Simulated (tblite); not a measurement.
# C5H13NSi: the cost of one run

Programs: tblite 0.8.0 and PySCF 2.14.0, with density-fitted response routines of our own. Each step states its level of theory. These are calculated values for one molecule in the gas phase, unless marked as measured. Atoms are numbered from 0 throughout.

### Step 1. The starting structure

20 atoms, charge 0, multiplicity 1; geometry from: force field or distance geometry start.

Bonds of the start (Å): C0–N1 1.45, N1–C2 1.44, N1–C3 1.41, C3–C4 1.51, C4–C5 1.52, C5–Si6 1.85, Si6–C3 1.88, C0–H7 1.12, C0–H8 1.11, C0–H9 1.09, C2–H10 1.12, C2–H11 1.11, C2–H12 1.11, C3–H13 1.11, C4–H14 1.11, C4–H15 1.11, C5–H16 1.12, C5–H17 1.09, Si6–H18 1.45, Si6–H19 1.45.

### Step 2. Optimising the geometry with GFN2-xTB

The job: settings as JSON, then the geometry in Å.

```
{"job": {"kind": "relax", "xc": "GFN2-xTB", "basis": "xTB"}, "charge": 0, "multiplicity": 1}
C      1.437000     1.382000    -0.705300
N      0.955500     0.038300    -0.458700
C      2.025300    -0.786800     0.039500
C     -0.228600     0.123500     0.297900
C     -0.950300    -1.129700     0.733100
C     -2.215400    -0.280200     0.777400
Si    -1.686700     0.359800    -0.870300
H      1.092200     2.058700     0.117500
H      1.020800     1.769000    -1.660300
H      2.526000     1.420800    -0.750400
H      2.618200    -1.152400    -0.843700
H      1.597300    -1.673300     0.555400
H      2.691800    -0.265900     0.759800
H     -0.200900     0.940300     1.051200
H     -1.100300    -1.884000    -0.067800
H     -0.686400    -1.568700     1.716300
H     -3.154500    -0.887500     0.784600
H     -2.150800     0.372000     1.647900
H     -1.721100    -0.590100    -1.969300
H     -1.874400     1.764900    -1.157600
```

On the command line:

```console
> OMP_NUM_THREADS=1 python probes_run.py task.json out
```

This one command runs all jobs of the session in turn.

**Question.** How long does this first job take on 1 thread of Arm Neoverse N1, shared host, and how much memory does it need?

About 1.1 s, with a peak of 0.18 GiB.
